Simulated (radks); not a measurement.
# Yb in [Xe] 4f14 6s1.75 7s0.25: an all-electron calculation

What are the levels of neutral ytterbium, how large are its shells, and how does its energy divide?

Method: Dirac Kohn-Sham, AM05, spin-unpolarised, spherical densities, finite nucleus. Code: radks (a radial shooting solver on a logarithmic mesh, Libxc functionals) version 1.

### 1 Starting point

* element: ytterbium (Z = 70)
* charge: 0
* electrons: 70
* configuration: [Xe] 4f14 6s1.75 7s0.25
* nuclear rms radius: 5.3108 fm

### 2 The run

Input:

```text
Z 70
configuration [Xe] 4f14 6s1.75 7s0.25
relativity Dirac
functional am05,am05
spin unpolarised
j_filling energy
nucleus finite rms 5.3108 fm
c 137.035999084
```

Launch:

```bash
$ python run_ks.py task.json out
```

This one command runs every case of the session in turn.

What does the calculation give?

As calculated:

| quantity | value |
| --- | --- |
| total energy | -14065.9265 hartree |
| exchange-correlation share of it | 2.03 % |
| −T/E | 1.1104 |
| highest occupied level | 7s1/2, -0.619 eV |
| most extended occupied level | 7s1/2, <r> = 13.0 bohr |
| radius at density 0.001 e/bohr³ | 4.88 bohr |
| maxima of the radial density | 5 |

7 principal shells are occupied and 5 maxima appear in the radial density; where shells overlap, one shows as a shoulder or not at all. −T/E is 1.110: with relativity the kinetic term as defined here no longer equals −E. This is not the tabulated ground configuration, so its levels and sizes aren't those of the ground state, and no measured value stands beside it.
